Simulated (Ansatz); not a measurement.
# C2HF2Si radical: basis-set convergence

How large a basis does C2HF2Si radical need? Two functionals are run in growing sets.

Program: Ansatz 0.2.0, Gaussian basis. Level of theory: one geometry, several basis sets. These are calculated values, not measurements.

Levels to be run: PBE0-D4/def2-SVP; ωB97M-V/def2-SVP; PBE0-D4/def2-QZVPP; ωB97M-V/def2-QZVPP; the functionals' def2-TZVPP values are taken from earlier runs.

### Step 1. The geometry

All runs share one geometry, relaxed beforehand with PBE0-D4 in a triple-zeta def2 set.

SMILES `C#C[Si](F)F`, 6 atoms, charge 0, spin multiplicity 2.

Atoms are counted from 1 here; the program's logs count them from 0.

Bond lengths: C1–C2 1.207 Å, C1–H6 1.067 Å, C2–Si3 1.809 Å, Si3–F4 1.588 Å, Si3–F5 1.588 Å. Angles: C2–C1–H6 178.8°, C1–C2–Si3 171.4°, C2–Si3–F4 109.5°, C2–Si3–F5 109.5°, F4–Si3–F5 107.2°.

### Step 2. PBE0-D4 in def2-SVP

File in.yaml:

```yaml
crystal:
  periodic: [false, false, false]
  atoms:
    - {symbol: C, position_ang: [-0.085898, 0.313442, 1.696404]}
    - {symbol: C, position_ang: [-0.084922, 0.112394, 0.506336]}
    - {symbol: Si, position_ang: [-0.336347, -0.088597, -1.273296]}
    - {symbol: F, position_ang: [-0.155976, -1.617160, -1.664255]}
    - {symbol: F, position_ang: [0.771508, 0.732672, -2.060734]}
    - {symbol: H, position_ang: [-0.066364, 0.483250, 2.749346]}
basis:
  gaussian: {orbitals: def2-SVP}
magnetization: {spin_polarized: true, initial_magnetization: 1}
hamiltonian: {xc: pbe0, dispersion: d4}
output: {orbitals: {seedname: orbitals}}
```

After this run come: ωB97M-V in def2-SVP; PBE0-D4 in def2-QZVPP; ωB97M-V in def2-QZVPP.

Q: Predict the results of all the runs planned. Wanted: PBE0-D4: double and triple zeta above quadruple; ωB97M-V: double and triple zeta above quadruple.

As calculated:

```
                                       quantity           value
PBE0-D4: double and triple zeta above quadruple  13.07, 0.70 eV
ωB97M-V: double and triple zeta above quadruple  13.21, 0.65 eV
```

What this shows: PBE0-D4 gains 12.37 eV from double to triple zeta, then 0.70 eV more. Total energies overstate the basis error of differences, where much of it tends to cancel.
